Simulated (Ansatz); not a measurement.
# CH5GaN2: a ladder of functionals and wavefunction methods

One table from this session's results is given with a row withheld; the runs are named, their logs left out.

Program: Ansatz 0.2.0, Gaussian basis. Level of theory: functionals in def2-TZVPP, the program's frozen cores in correlated methods. These are calculated values, not measurements.

The runs, in order: LDA (SPW92), PBE-D4, revPBE-D4, BLYP-D4, r2SCAN-D4, B97M-V, PBE0-D4, B3LYP-D4, r2SCANh-D4, r2SCAN0-D4, HSE06-D4, BHLYP-D4, CAM-B3LYP-D4, LC-ωPBE, ωB97X-V, ωB97M-V, B2PLYP, PBE-QIDH; CCSD(T)/def2-SVP; CCSD(T)/def2-TZVPP; MP2/def2-QZVPP; extrapolation to the limit; RPA on PBE.

## The relaxed structure

All runs share one geometry, relaxed beforehand with PBE0-D4 in a triple-zeta def2 set.

9 atoms, charge 0, spin multiplicity 1.

Atoms are counted from 1 here; the program's logs count them from 0.

Bond lengths: N1–C2 1.280 Å, N1–H5 1.015 Å, C2–N3 1.366 Å, C2–Ga4 1.994 Å, N3–H6 1.003 Å, N3–H7 1.010 Å, Ga4–H8 1.568 Å, Ga4–H9 1.573 Å. Angles: C2–N1–H5 111.3°, N1–C2–N3 119.2°, N1–C2–Ga4 122.5°, N3–C2–Ga4 118.3°, C2–N3–H6 120.0°, C2–N3–H7 117.2°, H6–N3–H7 117.2°, C2–Ga4–H8 115.4°, C2–Ga4–H9 122.0°, H8–Ga4–H9 122.6°.

The first run:

in.yaml

```yaml
crystal:
  periodic: [false, false, false]
  atoms:
    - {symbol: N, position_ang: [-0.235928, 0.505839, -1.598320]}
    - {symbol: C, position_ang: [0.147277, 0.250745, -0.403873]}
    - {symbol: N, position_ang: [1.293008, 0.827068, 0.065600]}
    - {symbol: Ga, position_ang: [-0.835516, -1.007111, 0.790513]}
    - {symbol: H, position_ang: [-1.068100, -0.023119, -1.839167]}
    - {symbol: H, position_ang: [1.474722, 0.850863, 1.051459]}
    - {symbol: H, position_ang: [1.707381, 1.555924, -0.497281]}
    - {symbol: H, position_ang: [-2.048735, -1.751252, 0.132980]}
    - {symbol: H, position_ang: [-0.434120, -1.208958, 2.298087]}
basis:
  gaussian: {orbitals: def2-TZVPP}
hamiltonian: {xc: lda}
output: {orbitals: {seedname: orbitals}}
```

Started as:

```console
> ansatz run in.yaml --threads 2 --pin off --events-out ev --progress --plain --max-ram 4352MiB
```

Among the steps run: LDA; PBE-D4 (GGA); revPBE-D4 (GGA); BLYP-D4 (GGA); r2SCAN-D4 (meta-GGA); B97M-V (meta-GGA); PBE0-D4 (hybrid); B3LYP-D4 (hybrid); r2SCANh-D4 (hybrid); r2SCAN0-D4 (hybrid); HSE06-D4 (hybrid); BHLYP-D4 (hybrid); CAM-B3LYP-D4 (range-separated); LC-ωPBE (range-separated); ωB97X-V (range-separated); ωB97M-V (range-separated); B2PLYP (double hybrid); PBE-QIDH (double hybrid).

One table of the session follows, with a row left open; its other results are not shown here.

It belongs to the step «Orbital energies across the functionals». 

```
  functional  HOMO (eV)  LUMO (eV)  gap (eV)
 LDA (SPW92)      -5.58      -3.08      2.50
      PBE-D4      -5.44      -2.81      2.63
   revPBE-D4      -5.38      -2.68      2.70
     BLYP-D4      -5.35      -2.76      2.59
   r2SCAN-D4          ?          ?         ?
      B97M-V      -5.84      -2.78      3.06
     PBE0-D4      -6.77      -2.02      4.75
    B3LYP-D4      -6.57      -2.30      4.27
  r2SCANh-D4      -6.19      -2.32      3.87
  r2SCAN0-D4      -6.95      -1.90      5.04
    HSE06-D4      -6.37      -2.39      3.98
    BHLYP-D4      -8.04      -1.30      6.74
CAM-B3LYP-D4      -8.16      -1.14      7.02
     LC-ωPBE      -9.47       0.05      9.52
     ωB97X-V      -9.14      -0.09      9.05
     ωB97M-V      -9.05      -0.30      8.75
```

**Question.** Estimate the row for r2SCAN-D4.

Worked estimate for «HOMO (eV)». Against the share of exact exchange, r2SCANh-D4 (0.1, -6.19), r2SCAN0-D4 (0.25, -6.95) give a slope of -5.07 per unit share; at 0 the line stands at -5.68.

The run gave: HOMO (eV): -5.69; LUMO (eV): -2.60; gap (eV): 3.09. In «HOMO (eV)» the line misses by +0.01.
